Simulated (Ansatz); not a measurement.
Consider a rigid torsion scan of AlBrH₅NSi, SMILES [AlH2][NH][SiH2]Br (the Python package of Ansatz (0.2.0)).

Script `run_torsion.py`:
```python
"""Energy of AlBrH5NSi as one group turns about a bond."""

import ansatz as az
from ase import Atoms

BASIS = "def2-SVP"
FUNCTIONAL = "cam_b3lyp"
FORCE_TOL = 0.02


def main() -> None:
    atoms = Atoms(["Al", "N", "Si", "Br", "H", "H", "H", "H", "H"], positions=[
        (-0.3936, 1.6389, -0.0243),
        (0.837, 0.3143, 0.3389),
        (0.1269, -1.2279, -0.2641),
        (1.6789, -2.8898, 0.1974),
        (-0.8465, 1.9935, -1.5651),
        (-1.1219, 2.5062, 1.1612),
        (0.9374, 0.2454, 1.3831),
        (-1.0802, -1.4868, 0.4178),
        (-0.0495, -1.1401, -1.662),
    ])

    # relax first, so that the scan starts from a minimum
    first = (
        az.Crystal.molecule_from_ase(atoms).calculation()
        .basis(gaussian=BASIS)
        .functional(FUNCTIONAL)
        .relax(force_tolerance=FORCE_TOL, max_steps=80)
    )
    atoms.positions = first.run(threads=1).report["positions_ang"]

    start = atoms.get_dihedral(0, 1, 2, 3)
    energies = {}
    for turn in range(0, 360, 40):
        turned = atoms.copy()
        turned.set_dihedral(0, 1, 2, 3, start + turn, indices=[2, 3, 7, 8])
        calculation = (
            az.Crystal.molecule_from_ase(turned).calculation()
            .basis(gaussian=BASIS)
            .functional(FUNCTIONAL)
        )
        energies[round((start + turn) % 360)] = calculation.run(threads=1).report["free_energy_ev"]
    floor = min(energies.values())
    print("dihedral Al0-N1-Si2-Br3 (deg)   E - E(min) (eV)")
    for angle, e in sorted(energies.items()):
        print(f"{angle:8d} {(e - floor):14.3f}  " + "#" * int(30 * (e - floor) / max(max(energies.values()) - floor, 1e-9)))


if __name__ == "__main__":
    main()
```

Where along the turn do the lowest and the highest point lie, and how far apart are they?

The lowest point is at 105° and the highest at 345°, 0.148 eV (14.3 kJ/mol) above it, with the rest of the molecule held.

What the script printed:

`python run_torsion.py` gives:
```text
dihedral Al0-N1-Si2-Br3 (deg)   E - E(min) (eV)
      25          0.137  ###########################
      65          0.054  ##########
     105          0.000
     145          0.069  ##############
     185          0.129  ##########################
     225          0.054  ##########
     265          0.019  ###
     305          0.077  ###############
     345          0.148  ##############################
```

These settings explore the input space; basis and method may be short of convergence. The scan is rigid and the energies are electronic, in a modest basis. With rigid groups the curve can differ much from the relaxed path, the start wasn't checked as a minimum of this torsion, and equivalent turns needn't return to the same energy. Hardware and time: 2.8 min on 1 thread of Arm Neoverse V1, on a shared host, peak memory 0.38 GiB.
